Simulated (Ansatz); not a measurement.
# Al: the cost of one run

Program: Ansatz 0.2.0. Level of theory: DFT r2SCAN, scalar-relativistic, plane waves, PAW. These are calculated values, not measurements.

## 1. Starting point

It takes space group Fm-3m (No. 225, cubic). Conventional cell: a = 4.048 Å, b = 4.048 Å, c = 4.048 Å, α = 90.00°, β = 90.00°, γ = 90.00°. Around Al (site symmetry m-3m) lie 12 Al at 2.86 Å.

Coordinates:

```xyz
1
Lattice="0.0000 2.0240 2.0240 2.0240 0.0000 2.0240 2.0240 2.0240 0.0000" Properties=species:S:1:pos:R:3 pbc="T T T"
Al    0.0000    0.0000    0.0000
```

The cell is taken as given, not relaxed at this level.

## 2. Zero of energy

The reference gives a free energy of -540.4052 eV, pressure -3.50 GPa, largest force 0.000 eV/Å and gap on the mesh none (metal). It was computed beforehand with the settings of the runs below.

## 3. The scan: energy and stress against strain

The cell is strained by ε times the Voigt pattern (0, 0, 0, 0, 0, 1) (xx, yy, zz, yz, xz, xy; engineering shear), with fractional coordinates fixed (clamped ions). The stress on the pattern is the sum of the stress components weighted by it, tension positive.

## 4. ε = -0.1000

input.yaml reads:

```yaml
crystal:
  lattice:
    - [-0.101199, 2.02398, 2.02398]
    - [2.02398, -0.101199, 2.02398]
    - [1.922781, 1.922781, 0.0]
  atoms:
    - { symbol: Al, position: [0.0, 0.0, 0.0] }
basis:
  ecutwfc: 500
kpoints:
  mp_grid: { grid: [20, 20, 20] }
hamiltonian:
  xc: r2scan
scf:
  occupations: { method: gaussian, width: 0.15 }
output:
  forces: true
  stress: true
  eigenvalues: true
```

The run is started by

```
$ ansatz run input.yaml --threads 1 --pin off --max-ram 2560MiB --backend cpu --events-out ev --progress --plain --runs-dir out
```

Q: Estimate wall time and peak memory on 1 thread of Arm Neoverse V1, shared host.

About 17 s, with a peak of 0.49 GiB.
